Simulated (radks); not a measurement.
# The first electron to leave Sr

The task here is to estimate one member of a computed series from the others.

The numbers are computed with radks (a radial shooting solver on a logarithmic mesh, Libxc functionals) version 1 (scalar-relativistic Kohn-Sham, PBE, spin-polarised, spherical densities, finite nucleus; open shells are filled with parallel spins first), except any that are marked as measured or tabulated.

2 further runs of the same task are left out: 2 set aside as unsound or not needed.

### Starting point

```
element            : strontium (Z = 38)
charge             : 0
electrons          : 38
configuration      : [Kr] 5s2
nuclear rms radius : 4.224 fm
```

The outer shells:

Sr
```
[Kr] core
5s [↑↓]
```

The first run:

Input:

```text
Z 38
configuration [Kr] 5s2
relativity scalar-relativistic
functional pbe,pbe
spin polarised
nucleus finite rms 4.224 fm
c 137.035999084
```

Among the steps run: The parent, Sr.

One of the session's tables, all rows but one given; the rest of the session is left out.

It belongs to the step «The parent, Sr». From the orbitals of this run (lengths in bohr):

```
level     <r>  outermost maximum (interpolated)  90 % within  nodes
   2s  0.1725                             0.145        0.267      1
   2p  0.1504                             0.116        0.245      0
   3s  0.4921                             0.436        0.730      2
   3p  0.4985                             0.431        0.757      1
   3d       ?                                 ?            ?      ?
   4s   1.357                              1.19         1.99      3
   4p   1.567                              1.33         2.35      2
   5s   4.333                              3.70         6.43      4
```

**Question.** Estimate the row for 3d.

**Answer.** <r>: 0.4983; outermost maximum (interpolated): 0.377; 90 % within: 0.808; nodes: 0. In the column «<r>» it lies between 3s (0.4921) and 3p (0.4985).
